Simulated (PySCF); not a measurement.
**A gas-phase reaction: H2O3W + FH → FHO3W + H2**

What reaction energy should one expect for `[O]=[WH](=[O])[OH]` + `F` → `[O]=[W](=[O])([OH])[F]` + `[H][H]`?

Programs: PySCF 2.14.0. All values are calculated, for the isolated system unless a continuum is named. Atoms count from 0, parts from 1.

## 1. Starting point

Each species was relaxed by itself at PBE0-D3(BJ)/def2-SVPD.

## 2. Reaction energy: wB97M-D3(BJ)/def2-TZVPD

Job settings and geometry (Å):

```
{"job": {"kind": "react", "xc": "wB97M-D3(BJ)", "basis": "def2-TZVPD"}, "charge": 0, "multiplicity": 1}
-1 H2O3W charge 0 multiplicity 1
O     -0.773220     0.699550     1.504540
W     -0.285370     0.285800    -0.073140
O     -0.063520     1.709970    -0.982180
O      1.167810    -0.906970    -0.186570
H     -1.700060    -0.414990    -0.762090
H      1.654270    -1.373430     0.499430

-1 FH charge 0 multiplicity 1
F      0.456050    -0.008160     0.060280
H     -0.456060     0.008160    -0.060280

+1 FHO3W charge 0 multiplicity 1
O     -0.789920     0.934540     1.379480
W     -0.371970     0.223580    -0.108200
O      0.254070     1.483120    -1.064590
O      0.956170    -1.064070     0.170260
F     -1.888290    -0.510070    -0.922420
H      1.839950    -1.067130     0.545530

+1 H2 charge 0 multiplicity 1
H      0.379710     0.009040    -0.019260
H     -0.379710    -0.009040     0.019260
```

Level: wB97M-D3(BJ)/def2-TZVPD reaction energy of separated species, gas phase.

Command:

```bash
$ OMP_NUM_THREADS=1 python cluster_run.py task.json out
```

The driver reads the jobs from task.json and runs them one after another.

Log:

```text
species 1 (H2O3W)
coarse grid: 29424 points
cycle   1  E = -293.6223355171  dE = -2.213e+01  |g| = 1.783e+00  |ddm| = 1.560e+01
cycle   2  E = -290.9172634495  dE =  2.705e+00  |g| = 4.289e+00  |ddm| = 3.338e+00
cycle   3  E = -294.1807213064  dE = -3.263e+00  |g| = 4.197e-01  |ddm| = 2.348e+00
cycle   4  E = -294.2006557208  dE = -1.993e-02  |g| = 2.567e-01  |ddm| = 3.147e-01
cycle   5  E = -294.2113803658  dE = -1.072e-02  |g| = 3.423e-02  |ddm| = 1.221e-01
cycle   6  E = -294.2116453287  dE = -2.650e-04  |g| = 1.075e-02  |ddm| = 3.182e-02
cycle   7  E = -294.2116661581  dE = -2.083e-05  |g| = 8.619e-03  |ddm| = 1.187e-02
cycle   8  E = -294.2116825474  dE = -1.639e-05  |g| = 1.782e-03  |ddm| = 6.082e-03
cycle   9  E = -294.2116845686  dE = -2.021e-06  |g| = 5.945e-04  |ddm| = 2.978e-03
final grid: 59960 points
cycle  10  E = -294.2113968199  dE = -3.712e-07  |g| = 4.440e-04  |ddm| = 2.121e-03
cycle  11  E = -294.2113968726  dE = -5.271e-08  |g| = 4.591e-04  |ddm| = 7.073e-04
cycle  12  E = -294.2113969133  dE = -4.064e-08  |g| = 1.948e-04  |ddm| = 3.219e-04
cycle  13  E = -294.2113969259  dE = -1.263e-08  |g| = 7.546e-05  |ddm| = 1.602e-04
cycle  14  E = -294.2113969325  dE = -6.562e-09  |g| = 2.182e-05  |ddm| = 2.041e-04
cycle  15  E = -294.2113969326  dE = -1.216e-10  |g| = 1.412e-05  |ddm| = 2.719e-05
converged SCF energy = -294.2113969326

species 2 (FH)
coarse grid: 7776 points
cycle   1  E = -100.4688256802  dE = -9.408e-02  |g| = 4.644e-01  |ddm| = 6.197e-01
cycle   2  E = -100.4725066478  dE = -3.681e-03  |g| = 5.038e-01  |ddm| = 3.808e-01
cycle   3  E = -100.5053211606  dE = -3.281e-02  |g| = 2.574e-02  |ddm| = 1.678e-01
cycle   4  E = -100.5053971383  dE = -7.598e-05  |g| = 5.006e-03  |ddm| = 1.077e-02
cycle   5  E = -100.5054017793  dE = -4.641e-06  |g| = 4.334e-04  |ddm| = 3.766e-03
final grid: 16976 points
cycle   6  E = -100.5053933676  dE = -6.439e-08  |g| = 1.034e-04  |ddm| = 8.218e-04
cycle   7  E = -100.5053933710  dE = -3.464e-09  |g| = 7.610e-05  |ddm| = 2.164e-04
cycle   8  E = -100.5053933718  dE = -7.606e-10  |g| = 2.141e-05  |ddm| = 3.707e-05
converged SCF energy = -100.5053933718

species 3 (FHO3W)
coarse grid: 32248 points
cycle   1  E = -392.8926829767  dE = -2.264e+01  |g| = 1.949e+00  |ddm| = 1.454e+01
cycle   2  E = -389.7897583078  dE =  3.103e+00  |g| = 4.658e+00  |ddm| = 3.464e+00
cycle   3  E = -393.5349009722  dE = -3.745e+00  |g| = 5.545e-01  |ddm| = 2.465e+00
cycle   4  E = -393.5710726322  dE = -3.617e-02  |g| = 2.976e-01  |ddm| = 3.685e-01
cycle   5  E = -393.5848687047  dE = -1.380e-02  |g| = 3.730e-02  |ddm| = 1.361e-01
cycle   6  E = -393.5851618188  dE = -2.931e-04  |g| = 8.366e-03  |ddm| = 3.283e-02
cycle   7  E = -393.5851793400  dE = -1.752e-05  |g| = 1.336e-03  |ddm| = 8.179e-03
cycle   8  E = -393.5851805534  dE = -1.213e-06  |g| = 6.098e-04  |ddm| = 2.656e-03
final grid: 66192 points
cycle   9  E = -393.5849428527  dE = -4.946e-07  |g| = 8.346e-04  |ddm| = 3.035e-03
cycle  10  E = -393.5849426853  dE =  1.674e-07  |g| = 1.366e-03  |ddm| = 1.112e-03
cycle  11  E = -393.5849429976  dE = -3.123e-07  |g| = 1.876e-04  |ddm| = 6.867e-04
cycle  12  E = -393.5849430059  dE = -8.214e-09  |g| = 8.022e-05  |ddm| = 1.362e-04
cycle  13  E = -393.5849430100  dE = -4.120e-09  |g| = 2.818e-05  |ddm| = 1.360e-04
cycle  14  E = -393.5849430105  dE = -5.537e-10  |g| = 1.165e-05  |ddm| = 5.493e-05
converged SCF energy = -393.5849430105

species 4 (H2)
coarse grid: 4944 points
cycle   1  E = -1.1694180099  dE = -2.751e-01  |g| = 9.863e-03  |ddm| = 4.504e-01
cycle   2  E = -1.1694522503  dE = -3.424e-05  |g| = 1.161e-03  |ddm| = 9.676e-03
cycle   3  E = -1.1694529325  dE = -6.822e-07  |g| = 1.815e-04  |ddm| = 1.918e-03
final grid: 10744 points
cycle   4  E = -1.1694518460  dE = -2.399e-08  |g| = 4.108e-05  |ddm| = 3.865e-04
cycle   5  E = -1.1694518473  dE = -1.266e-09  |g| = 9.613e-06  |ddm| = 9.161e-05
cycle   6  E = -1.1694518473  dE = -7.502e-11  |g| = 3.020e-07  |ddm| = 2.867e-05
converged SCF energy = -1.1694518473

Reaction energy = -23.673 kcal/mol
```

It took 16 s on 1 thread of AMD EPYC 9B45, shared host; peak memory 0.76 GiB.

Species by species (with the dispersion term, which the log's SCF energies lack):

```tsv
ν	species	energy (Eh)	HOMO (eV)
-1	[O]=[WH](=[O])[OH]	-294.21585	-11.68
-1	F	-100.50563	-14.54
+1	[O]=[W](=[O])([OH])[F]	-393.58954	-11.75
+1	[H][H]	-1.16967	-14.48
```

## 3. Reaction energy: PBE0-D3(BJ)/def2-TZVPD

Same as in step 2 but for these lines:

```diff
@@ -1,2 +1,2 @@
-{"job": {"kind": "react", "xc": "wB97M-D3(BJ)", "basis": "def2-TZVPD"}, "charge": 0, "multiplicity": 1}
+{"job": {"kind": "react", "xc": "PBE0", "basis": "def2-TZVPD", "disp": "d3bj"}, "charge": 0, "multiplicity": 1}
 -1 H2O3W charge 0 multiplicity 1
```

Level: PBE0-D3(BJ)/def2-TZVPD reaction energy of separated species, gas phase.

Log:

```text
species 1 (H2O3W)
coarse grid: 29424 points
cycle   1  E = -293.2586485141  dE = -2.163e+01  |g| = 1.921e+00  |ddm| = 1.557e+01
cycle   2  E = -285.5417894189  dE =  7.717e+00  |g| = 6.119e+00  |ddm| = 4.362e+00
cycle   3  E = -293.7954443367  dE = -8.254e+00  |g| = 9.273e-01  |ddm| = 3.630e+00
cycle   4  E = -293.8851162904  dE = -8.967e-02  |g| = 6.658e-01  |ddm| = 7.875e-01
cycle   5  E = -293.9621703065  dE = -7.705e-02  |g| = 9.488e-02  |ddm| = 3.116e-01
cycle   6  E = -293.9628333010  dE = -6.630e-04  |g| = 8.170e-02  |ddm| = 8.806e-02
cycle   7  E = -293.9639538549  dE = -1.121e-03  |g| = 3.078e-02  |ddm| = 4.852e-02
cycle   8  E = -293.9641332005  dE = -1.793e-04  |g| = 4.338e-03  |ddm| = 1.769e-02
cycle   9  E = -293.9641369636  dE = -3.763e-06  |g| = 1.648e-03  |ddm| = 3.918e-03
final grid: 59960 points
cycle  10  E = -293.9640947578  dE =  1.266e-06  |g| = 3.230e-03  |ddm| = 3.528e-03
cycle  11  E = -293.9640817693  dE =  1.299e-05  |g| = 9.025e-03  |ddm| = 6.059e-03
cycle  12  E = -293.9640964869  dE = -1.472e-05  |g| = 9.801e-04  |ddm| = 4.761e-03
cycle  13  E = -293.9640966795  dE = -1.926e-07  |g| = 1.231e-04  |ddm| = 6.867e-04
cycle  14  E = -293.9640966822  dE = -2.713e-09  |g| = 1.531e-05  |ddm| = 6.942e-05
cycle  15  E = -293.9640966823  dE = -4.081e-11  |g| = 8.142e-06  |ddm| = 1.390e-05
converged SCF energy = -293.9640966823

species 2 (FH)
coarse grid: 1712 points
cycle   1  E = -100.3539575064  dE = -3.606e-02  |g| = 4.957e-01  |ddm| = 6.253e-01
cycle   2  E = -100.3144453751  dE =  3.951e-02  |g| = 7.429e-01  |ddm| = 5.125e-01
cycle   3  E = -100.3936730882  dE = -7.923e-02  |g| = 2.284e-02  |ddm| = 2.892e-01
cycle   4  E = -100.3937486695  dE = -7.558e-05  |g| = 4.204e-03  |ddm| = 9.787e-03
cycle   5  E = -100.3937506526  dE = -1.983e-06  |g| = 3.550e-04  |ddm| = 1.247e-03
final grid: 16976 points
cycle   6  E = -100.3948394893  dE = -1.845e-05  |g| = 3.923e-03  |ddm| = 7.333e-03
cycle   7  E = -100.3948376440  dE =  1.845e-06  |g| = 5.388e-03  |ddm| = 3.291e-03
cycle   8  E = -100.3948415695  dE = -3.925e-06  |g| = 1.012e-04  |ddm| = 1.974e-03
cycle   9  E = -100.3948415708  dE = -1.330e-09  |g| = 1.795e-05  |ddm| = 3.990e-05
cycle  10  E = -100.3948415709  dE = -4.904e-11  |g| = 3.027e-06  |ddm| = 1.030e-05
converged SCF energy = -100.3948415709

species 3 (FHO3W)
coarse grid: 32248 points
cycle   1  E = -392.4160997116  dE = -2.212e+01  |g| = 2.080e+00  |ddm| = 1.453e+01
cycle   2  E = -384.2578301646  dE =  8.158e+00  |g| = 6.410e+00  |ddm| = 4.520e+00
cycle   3  E = -392.9872386123  dE = -8.729e+00  |g| = 1.150e+00  |ddm| = 3.749e+00
cycle   4  E = -393.1422597075  dE = -1.550e-01  |g| = 7.086e-01  |ddm| = 8.946e-01
cycle   5  E = -393.2272004803  dE = -8.494e-02  |g| = 1.007e-01  |ddm| = 3.360e-01
cycle   6  E = -393.2291055279  dE = -1.905e-03  |g| = 4.118e-02  |ddm| = 7.855e-02
cycle   7  E = -393.2294186626  dE = -3.131e-04  |g| = 1.272e-02  |ddm| = 2.456e-02
cycle   8  E = -393.2294436073  dE = -2.494e-05  |g| = 3.851e-03  |ddm| = 6.766e-03
cycle   9  E = -393.2294460663  dE = -2.459e-06  |g| = 5.603e-04  |ddm| = 1.891e-03
final grid: 66192 points
cycle  10  E = -393.2294144772  dE = -3.104e-07  |g| = 9.716e-04  |ddm| = 2.613e-03
cycle  11  E = -393.2294133773  dE =  1.100e-06  |g| = 2.625e-03  |ddm| = 1.737e-03
cycle  12  E = -393.2294146289  dE = -1.252e-06  |g| = 2.956e-04  |ddm| = 1.358e-03
cycle  13  E = -393.2294146435  dE = -1.468e-08  |g| = 7.904e-05  |ddm| = 1.735e-04
cycle  14  E = -393.2294146446  dE = -1.112e-09  |g| = 1.281e-05  |ddm| = 4.568e-05
cycle  15  E = -393.2294146446  dE =  6.708e-12  |g| = 1.387e-05  |ddm| = 1.199e-05
converged SCF energy = -393.2294146446

species 4 (H2)
coarse grid: 1240 points
cycle   1  E = -1.1670639789  dE = -2.327e-01  |g| = 2.266e-02  |ddm| = 4.588e-01
cycle   2  E = -1.1672514176  dE = -1.874e-04  |g| = 3.233e-03  |ddm| = 1.896e-02
cycle   3  E = -1.1672558736  dE = -4.456e-06  |g| = 9.769e-05  |ddm| = 2.761e-03
final grid: 10744 points
cycle   4  E = -1.1681369770  dE = -1.920e-06  |g| = 2.730e-04  |ddm| = 1.561e-03
cycle   5  E = -1.1681370052  dE = -2.814e-08  |g| = 3.982e-05  |ddm| = 2.444e-04
cycle   6  E = -1.1681370058  dE = -6.288e-10  |g| = 1.246e-06  |ddm| = 3.092e-05
converged SCF energy = -1.1681370058

Reaction energy = -24.331 kcal/mol
```

Wall time 9.4 s (1 thread of AMD EPYC 9B45, shared host); peak memory 0.64 GiB.

Reaction energy at this level: -24.33 kcal/mol.

## 4. Comparing the runs

Energies in kcal/mol, with wall time:

```tsv
run	reaction	time
wB97M-D3(BJ)/def2-TZVPD	-23.67	16 s
PBE0-D3(BJ)/def2-TZVPD	-24.33	9.4 s
```

## 5. Results

| quantity | value |
| --- | --- |
| reaction energy (wB97M-D3(BJ)/def2-TZVPD) | -23.67 kcal/mol |
| ΔH, ΔG at 298 K (xTB thermal terms) | -26.2, -25.0 kcal/mol |
| range of the reaction energy over the runs of this table | -24.33 to -23.67 kcal/mol |

In words: The reaction is exothermic by 26.2 kcal/mol in the gas phase; dispersion gives -0.08, and xTB itself gave 2.54 for the electronic energy (xTB energies and thermal terms come from the earlier relaxation of each species, not shown). No barrier was sought. xTB and this level differ widely in the electronic energy, so what comes from xTB (the thermal terms above all) is less safe here. The reaction energy runs from -24.33 (PBE0-D3(BJ)/def2-TZVPD) to -23.67 kcal/mol (wB97M-D3(BJ)/def2-TZVPD).
